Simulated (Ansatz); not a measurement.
# Cu: the cost of one run

Computed with Ansatz 0.2.0 (DFT PBE, scalar-relativistic, plane waves, PAW, unless a step's input says otherwise).

**1. Starting point**

Symmetry: Fm-3m, No. 225, cubic system. The conventional cell has a = 3.600 Å, b = 3.600 Å, c = 3.600 Å, α = 90.00°, β = 90.00°, γ = 90.00°. Cu (site symmetry m-3m) has 12 Cu at 2.55 Å as nearest neighbours.

Coordinates:

```
Cu
1.0
     2.54558    0.00000    0.00000
     0.00000    2.54558    0.00000
     0.00000    0.00000    3.60000
Cu
2
Direct
  0.00000 0.00000 0.00000
  0.50000 0.50000 0.50000
```

**2. Relaxing cell and atoms: Cu, no spin**

input.yaml

```yaml
crystal:
  lattice:
    - [2.5455844123, 0.0, 0.0]
    - [0.0, 2.5455844123, 0.0]
    - [0.0, 0.0, 3.6]
  atoms:
    - { symbol: Cu, position: [0.0, 0.0, 0.0] }
    - { symbol: Cu, position: [0.5, 0.5, 0.5] }
scf:
  occupations: { method: methfessel_paxton, width: 0.1 }
output:
  forces: true
  stress: true
  eigenvalues: true
hamiltonian:
  xc: pbe
kpoints:
  mp_grid: { grid: [16, 16, 12] }
relax:
  f_tol: 0.005
  cell: { stress_tol: 0.02 }
```

Run with:

```
$ ansatz run input.yaml --threads 8 --pin off --max-ram 28672MiB --backend cpu --events-out ev --progress --plain --runs-dir out
```

**Question.** How long does this run take on 8 threads of AMD EPYC 7R43 (Zen 3), shared host, and how much memory does it need?

About 12 s, with a peak of 0.52 GiB.
